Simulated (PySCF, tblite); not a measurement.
# CH₈BrOSi₃ radical: geometry, infrared bands and EPR parameters

Wanted: the infrared bands and EPR parameters of CH₈BrOSi₃ radical (`[SiH3][SiH2][CH]O[SiH2]Br`), by calculation.

The runs use tblite 0.8.0 and PySCF 2.14.0, with density-fitted response routines of our own; the level of theory stands in each step. All values are computed, except where a source is named. Atoms are numbered from 0 throughout.

### Step 1. The molecule as given

14 atoms, charge 0, multiplicity 2; geometry from: force field or distance geometry start.

Bonds of the start (Å): Si0–Si1 2.22, Si1–C2 1.88, C2–O3 1.39, O3–Si4 1.71, Si4–Br5 2.25, Si0–H6 1.47, Si0–H7 1.48, Si0–H8 1.47, Si1–H9 1.47, Si1–H10 1.48, C2–H11 1.11, Si4–H12 1.48, Si4–H13 1.46.

### Step 2. Optimising the geometry with GFN2-xTB

What the job is given:

```
{"job": {"kind": "relax", "xc": "GFN2-xTB", "basis": "xTB"}, "charge": 0, "multiplicity": 2}
Si    -2.496500     0.184700     0.095300
Si    -1.025100    -1.322500     0.810100
C      0.709400    -0.753500     0.371500
O      0.859800     0.626300     0.485100
Si     2.529500     0.939600     0.306100
Br     3.012600     3.132500     0.456800
H     -2.889300    -0.213400    -1.261100
H     -1.825500     1.504000     0.123300
H     -3.649500     0.293700     1.006400
H     -1.201200    -1.428300     2.268500
H     -1.210600    -2.624700     0.126400
H      0.950600    -1.042100    -0.669200
H      2.872000     0.545700    -1.074000
H      3.363100     0.157600     1.212700
```

Command:

```
> OMP_NUM_THREADS=1 python probes_run.py task.json out
```

This one command runs all jobs of the session in turn.

**Question.** This job is followed by: GFN2-xTB harmonic vibrations, gas phase; UKS B3LYP, def2-TZVP-core on Br, pcH-1 on C H O Si, non-relativistic, mean-field spin-orbit, GIAO. Predict these results of the whole session: strongest single infrared mode (GFN2-xTB); zero-point energy (GFN2-xTB); g(iso) (B3LYP); ⟨S²⟩; largest a(iso) (averaged by class); surface potential, 1st and 99th percentile.

As calculated:

| quantity | value |
| --- | --- |
| strongest single infrared mode (GFN2-xTB) | 768 cm⁻¹, 634 km/mol |
| zero-point energy (GFN2-xTB) | 47.7 kcal/mol |
| g(iso) (B3LYP) | 2.00324 |
| ⟨S²⟩ | 0.754 (exact 0.75) |
| largest a(iso) (averaged by class) | 13C on C2, 92.2 MHz |
| surface potential, 1st and 99th percentile | -0.55 V and 1.77 V |

What this shows: Over 115 steps the energy fell by 0.824 eV; of the close pairs, Si0–Si1 changed most, 2.224 to 2.330 Å. No mode is imaginary among the 36: a minimum at this level. The strongest single mode, at 768 cm⁻¹, has its largest shares on H7, H6, H8 and H10 (the list is cut at 4 atoms). GFN2-xTB is a fitted tight-binding method: band positions and strengths are rough. Its intensities can rank the bands wrongly. C2 carries the largest spin population, 0.88 e. The isotropic g lies 0.9 ppt above the free-electron value. The hyperfine terms hold no scalar relativity, which the heavier nuclei need.
